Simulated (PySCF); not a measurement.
# One shape, several levels: CH8B2SSi (SMILES BBS[SiH2]C)

We compute a comparison of 6 runs (HF/STO-3G, HF/def2-SVP, BP86/pcseg-1, PBE0/def2-SVP, r2SCAN/6-311+G**, CCSD(T)/6-31G**) of CH8B2SSi. Input form: a Python script.

The calculation is run with PySCF 2.14.0.

## Step 1: The molecule

CH8B2SSi: 13 atoms, total charge 0, spin state singlet. As SMILES, `BBS[SiH2]C`. The coordinates come from a GFN2-xTB relaxation. This is one conformer, not always the lowest.

Bond lengths: B1–B2 1.634 Å, B2–S3 1.784 Å, S3–Si4 2.174 Å, Si4–C5 1.896 Å, B1–H6 1.173 Å, B1–H7 1.172 Å, B2–H8 1.180 Å, Si4–H9 1.462 Å, Si4–H10 1.457 Å, C5–H11 1.086 Å, C5–H12 1.087 Å, C5–H13 1.087 Å. Some angles: B1–B2–S3 122.1°, B2–S3–Si4 104.7°, S3–Si4–C5 109.7°, B1–B2–H8 122.5°, S3–B2–H8 115.4°, B2–B1–H6 122.4°, B2–B1–H7 122.8°, S3–Si4–H9 107.8°, S3–Si4–H10 102.3°, C5–Si4–H9 111.4°.

## Step 2: Energy and gradient at HF/STO-3G (run 1)

job.py reads:

```python
# BBS[SiH2]C
from pyscf import gto

mol = gto.M(
    atom=[
    ('B', (0.091990, 2.578510, 1.817960)),
    ('B', (-0.206500, 1.362690, 0.768210)),
    ('S', (-0.633490, -0.280040, 1.317070)),
    ('Si', (-0.834980, -1.436960, -0.512960)),
    ('C', (0.848780, -1.570630, -1.374090)),
    ('H', (1.170260, 2.818110, 2.213170)),
    ('H', (-0.745700, 3.300440, 2.207530)),
    ('H', (-0.150440, 1.507540, -0.401880)),
    ('H', (-1.816020, -0.763410, -1.362130)),
    ('H', (-1.319500, -2.718670, -0.018440)),
    ('H', (0.783810, -2.189030, -2.264280)),
    ('H', (1.220810, -0.594320, -1.675310)),
    ('H', (1.590980, -2.014240, -0.714840)),
],
    charge=0,
    max_memory=1860,
    verbose=4,
    basis='sto-3g',
)

mf = mol.RHF()
mf.conv_tol = 1e-10
mf.kernel()
if not mf.converged:
    mf = mf.newton().run(mf.mo_coeff, mf.mo_occ)

energy = mf.e_tot
print('E(%s) = %.9f' % ('HF', energy))
grad = mf.nuc_grad_method().kernel()
dip = mf.dip_moment()
pop, q = mf.mulliken_pop()
```

Launch:

```bash
$ OMP_NUM_THREADS=1 python job.py
```

Standard output:

```text
PySCF version 2.14.0

[... 67 lines left out ...]
converged SCF energy = -769.631153467852
[... 12 lines left out ...]
Dipole moment(X, Y, Z, Debye): -0.09321, -1.09881, -1.46916
[... 55 lines left out ...]
charge of   12H =      0.05779
```

It took 4.5 s on 1 thread of Intel Xeon at 2.70GHz, shared host; peak memory 0.12 GiB.

## Step 3: Energy and gradient at HF/def2-SVP (run 2)

input.py reads:

```python
import pyscf.grad
from pyscf import gto

mol = gto.M(
    atom='''
B      0.173836     4.872678     3.435447
B     -0.390228     2.575111     1.451707
S     -1.197123    -0.529199     2.488902
Si    -1.577884    -2.715461    -0.969354
C      1.603962    -2.968061    -2.596654
H      2.211471     5.325456     4.182285
H     -1.409169     6.236928     4.171627
H     -0.284290     2.848838    -0.759443
H     -3.431780    -1.442636    -2.574053
H     -2.493494    -5.137542    -0.034847
H      1.481186    -4.136667    -4.278869
H      2.306997    -1.123102    -3.165877
H      3.006516    -3.806362    -1.350852
''',
    unit='bohr',
    basis='def2-svp',
    verbose=3,
    max_memory=1860,
)

hf = mol.RHF()
hf.conv_tol = 1e-10
hf.kernel()
if not hf.converged:
    hf = hf.newton().run(hf.mo_coeff, hf.mo_occ)

e_final = hf.e_tot
print('E = %.10f Eh' % e_final)
grad = hf.Gradients().kernel()
dip = hf.dip_moment()
pop, q = hf.mulliken_pop()
```

Launch:

```bash
$ OMP_NUM_THREADS=1 python input.py
```

Standard output:

```text
converged SCF energy = -778.092877892354
[... 9 lines left out ...]
Dipole moment(X, Y, Z, Debye):  0.47538, -0.49155, -1.77546
[... 132 lines left out ...]
charge of   12H =      0.07027
```

Wall time 15 s (1 thread of Intel Xeon at 2.70GHz, shared host); peak memory 0.3 GiB.

Runs 3 to 5 aren't shown in full; the table further down has their settings and results.

## Step 4: A single-point energy at CCSD(T)/6-31G(d,p) (spherical functions) (run 6)

job.py reads:

```python
# BBS[SiH2]C
from pyscf import gto, cc

system = gto.M(
    atom='''
B        0.091990       2.578510       1.817960
B       -0.206500       1.362690       0.768210
S       -0.633490      -0.280040       1.317070
Si      -0.834980      -1.436960      -0.512960
C        0.848780      -1.570630      -1.374090
H        1.170260       2.818110       2.213170
H       -0.745700       3.300440       2.207530
H       -0.150440       1.507540      -0.401880
H       -1.816020      -0.763410      -1.362130
H       -1.319500      -2.718670      -0.018440
H        0.783810      -2.189030      -2.264280
H        1.220810      -0.594320      -1.675310
H        1.590980      -2.014240      -0.714840
''',
    basis='6-31g**',
    charge=0,
    verbose=4,
    max_memory=1860,
)

mf = system.RHF()
mf.conv_tol = 1e-10
mf.kernel()
if not mf.converged:
    mf = mf.newton().run(mf.mo_coeff, mf.mo_occ)

mycc = cc.CCSD(mf, frozen=13)
mycc.kernel()
e_t = mycc.ccsd_t()
e_final = mycc.e_tot + e_t
print('Final energy', e_final)
dip = mf.dip_moment()
pop, q = mf.mulliken_pop()
```

Launch:

```bash
$ OMP_NUM_THREADS=1 python job.py
```

Standard output:

```text
PySCF version 2.14.0

[... 69 lines left out ...]
converged SCF energy = -778.348781700289
[... 12 lines left out ...]
Init t2, MP2 energy = -778.873412229292  E_corr(MP2) -0.524630529003136
[... 14 lines left out ...]
CCSD converged
[... 2 lines left out ...]
Final energy -778.9627898188239
Dipole moment(X, Y, Z, Debye):  0.52400, -0.48816, -2.05759
[... 132 lines left out ...]
charge of   12H =      0.14339
```

It took 1.7 min on 1 thread of Intel Xeon at 2.70GHz, shared host; peak memory 1 GiB.

## Step 5: All runs side by side

```
run                                  level  integration grid      task  energy (Eh)  dipole moment (D) of the reference  HOMO energy (eV)  LUMO energy (eV)  wall time
  1                              HF/STO-3G                 –  gradient  -769.631153                                1.84             -7.44              6.79      4.5 s
  2                            HF/def2-SVP                 –  gradient  -778.092878                                1.90            -10.35              1.99       15 s
  3                           BP86/pcseg-1                 5  gradient  -780.324862                                2.06             -6.82             -2.79       72 s
  4                          PBE0/def2-SVP                 5  gradient  -779.635217                                1.90             -7.80             -1.70       59 s
  5                       r2SCAN/6-311+G**                 5  gradient  -780.227902                                1.95             -6.98             -2.43    2.9 min
  6  CCSD(T)/6-31G** (spherical functions)                 –    energy  -778.962790                                2.18            -10.28              2.34    1.7 min
```

## Step 6: Summary of results

| quantity | value |
| --- | --- |
| run 6: total energy | -778.96279 Eh |
| run 6: dipole moment (Hartree–Fock density) | 2.18 D |
| run 6: HOMO energy (Hartree–Fock orbitals) | -10.28 eV |
| run 6: LUMO energy (Hartree–Fock orbitals) | 2.34 eV |
| run 6: HOMO–LUMO gap (Hartree–Fock orbitals) | 12.62 eV |
| run 6: correlation energy (13 core orbitals frozen) | -614.0 mEh |
| run 6: (T) correction | -17.59 mEh |
| run 6: T1 diagnostic | 0.013 |

**Reading.** Over runs 1, 2, 3, 4, 5 the dipole moment (its size) runs from 1.84 D (HF/STO-3G) to 2.06 D (BP86/pcseg-1). The two ends differ in method and basis. Over runs 1, 2, 3, 4, 5 the HOMO–LUMO gap runs from 4.03 eV (BP86/pcseg-1) to 14.23 eV (HF/STO-3G). Totals of different functionals can't be ranked against each other. In run 1 the basis is minimal, so the values are rough. All runs together took 7.1 min, the longest 2.9 min.
